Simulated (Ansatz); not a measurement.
# CH₄ClGe+ (SMILES Cl[CH+][GeH3]): one structure at several levels

An exercise on one series of results from a longer session: the logs are not shown, and one member is left open.

Method: single points in def2-TZVPP; program: Ansatz 0.2.0, Gaussian basis.

Cores are frozen in the correlated methods. Filled d shells of the heavier atoms are correlated.

**The system as given**

SMILES `Cl[CH+][GeH3]`, 7 atoms, charge 1, spin multiplicity 1.

Atoms are counted from 1 here; the program's logs count them from 0.

Bond lengths: Cl1–C2 1.606 Å, C2–Ge3 1.926 Å, C2–H4 1.115 Å, Ge3–H5 1.479 Å, Ge3–H6 1.475 Å, Ge3–H7 1.493 Å. Angles: Cl1–C2–Ge3 124.4°, Cl1–C2–H4 113.4°, Ge3–C2–H4 122.1°, C2–Ge3–H5 102.1°, C2–Ge3–H6 109.6°, C2–Ge3–H7 103.0°, H5–Ge3–H6 115.7°, H5–Ge3–H7 107.8°, H6–Ge3–H7 117.0°.

Geometry (Å):

```xyz
7
CH4ClGe
Cl   -1.53150   -1.54150    0.83610
C    -0.25130   -1.00360    0.02880
Ge    0.27480    0.84660   -0.07060
H     0.33990   -1.81500   -0.45520
H     0.35550    1.06680   -1.53100
H    -0.70710    1.67960    0.64830
H     1.66860    0.82800    0.46500
```

Set-up of the first run:

run/in.yaml reads:

```yaml
crystal:
  periodic: [false, false, false]
  atoms:
    - {symbol: Cl, position_ang: [-1.531500, -1.541500, 0.836100]}
    - {symbol: C, position_ang: [-0.251300, -1.003600, 0.028800]}
    - {symbol: Ge, position_ang: [0.274800, 0.846600, -0.070600]}
    - {symbol: H, position_ang: [0.339900, -1.815000, -0.455200]}
    - {symbol: H, position_ang: [0.355500, 1.066800, -1.531000]}
    - {symbol: H, position_ang: [-0.707100, 1.679600, 0.648300]}
    - {symbol: H, position_ang: [1.668600, 0.828000, 0.465000]}
basis:
  gaussian: {orbitals: def2-TZVPP}
total_charge: 1
correlation: {method: ccsd_t}
output: {forces: true}
```

No record of the launch command was kept for these runs.

Steps of the session up to this table: CCSD(T)/def2-TZVPP; PBE0-D4/def2-TZVPP; wB97M-V/def2-TZVPP; r2SCAN-D4/def2-TZVPP; PBE-D4/def2-TZVPP; r2SCANh-D4/def2-TZVPP; r2SCAN0-D4/def2-TZVPP.

One of the session's tables, all rows but one given; the rest of the session is left out.

```
    method  RMS force component (eV/Å)  angle to CCSD(T) forces (°)
   CCSD(T)                       0.566                    reference
   PBE0-D4                           ?                            ?
   wB97M-V                       0.545                          8.9
 r2SCAN-D4                       0.468                         18.0
    PBE-D4                       0.526                         28.9
r2SCANh-D4                       0.471                         13.5
r2SCAN0-D4                       0.495                         14.4
```

Estimate the missing values for PBE0-D4.

**Answer.** RMS force component (eV/Å): 0.506; angle to CCSD(T) forces (°): 15.3. In the column «RMS force component (eV/Å)» it lies between r2SCAN0-D4 (0.495) and PBE-D4 (0.526).
